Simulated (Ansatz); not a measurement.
# C2H9AlGe: the cost of one run

Method: RKS PBE0-D4/def2-SVP, in Ansatz 0.2.0.

**1. The starting structure**

Bond lengths: C1–Al2 1.936 Å, Al2–C3 1.962 Å, C3–Ge4 1.969 Å, C1–H5 1.145 Å, C1–H6 1.096 Å, C1–H7 1.152 Å, Al2–H8 1.565 Å, C3–H9 1.090 Å, C3–H10 1.157 Å, Ge4–H11 1.591 Å, Ge4–H12 1.494 Å, Ge4–H13 1.609 Å. Angles (14 of 21 angles, heavy atoms first): C1–Al2–C3 119.0°, Al2–C3–Ge4 112.8°, C1–Al2–H8 122.0°, C3–Al2–H8 119.0°, Al2–C1–H5 110.5°, Al2–C1–H6 114.5°, Al2–C1–H7 110.3°, Al2–C3–H9 111.9°, Al2–C3–H10 109.9°, Ge4–C3–H9 109.0°, Ge4–C3–H10 107.5°, C3–Ge4–H11 106.0°, C3–Ge4–H12 112.2°, C3–Ge4–H13 106.6°.

Coordinates:

```xyz
13

C    -1.9238    0.2850    0.9668
Al   -0.8190   -1.0836    0.1589
C     1.1191   -0.7979    0.0440
Ge    1.5934    0.8101   -0.9891
H    -3.0295   -0.0049    0.9043
H    -1.6700    0.5198    2.0066
H    -1.8295    1.2718    0.3807
H    -1.4250   -2.4070   -0.4157
H     1.6318   -1.6593   -0.3848
H     1.5625   -0.6726    1.1050
H     0.8418    2.0224   -0.2844
H     3.0704    1.0293   -1.0464
H     0.8980    0.6521   -2.4312
```

**2. Relaxing end A**

input.yaml

```yaml
crystal:
  periodic: [false, false, false]
  atoms:
    - { symbol: C, position_ang: [-1.9238, 0.285, 0.9668] }
    - { symbol: Al, position_ang: [-0.819, -1.0836, 0.1589] }
    - { symbol: C, position_ang: [1.1191, -0.7979, 0.044] }
    - { symbol: Ge, position_ang: [1.5934, 0.8101, -0.9891] }
    - { symbol: H, position_ang: [-3.0295, -0.0049, 0.9043] }
    - { symbol: H, position_ang: [-1.67, 0.5198, 2.0066] }
    - { symbol: H, position_ang: [-1.8295, 1.2718, 0.3807] }
    - { symbol: H, position_ang: [-1.425, -2.407, -0.4157] }
    - { symbol: H, position_ang: [1.6318, -1.6593, -0.3848] }
    - { symbol: H, position_ang: [1.5625, -0.6726, 1.105] }
    - { symbol: H, position_ang: [0.8418, 2.0224, -0.2844] }
    - { symbol: H, position_ang: [3.0704, 1.0293, -1.0464] }
    - { symbol: H, position_ang: [0.898, 0.6521, -2.4312] }
basis:
  gaussian: { orbitals: def2-SVP }
hamiltonian:
  xc: pbe0
  dispersion: d4
relax:
  f_tol: 0.015
  max_steps: 40
```

The run is started by

```
> ansatz run input.yaml --threads 2 --pin off --max-ram 3072MiB --backend cpu --events-out ev --progress --plain --runs-dir out
```

What time and memory should one allow on 2 threads of Arm Neoverse N1, shared host?

About 3.4 min, with a peak of 0.31 GiB.
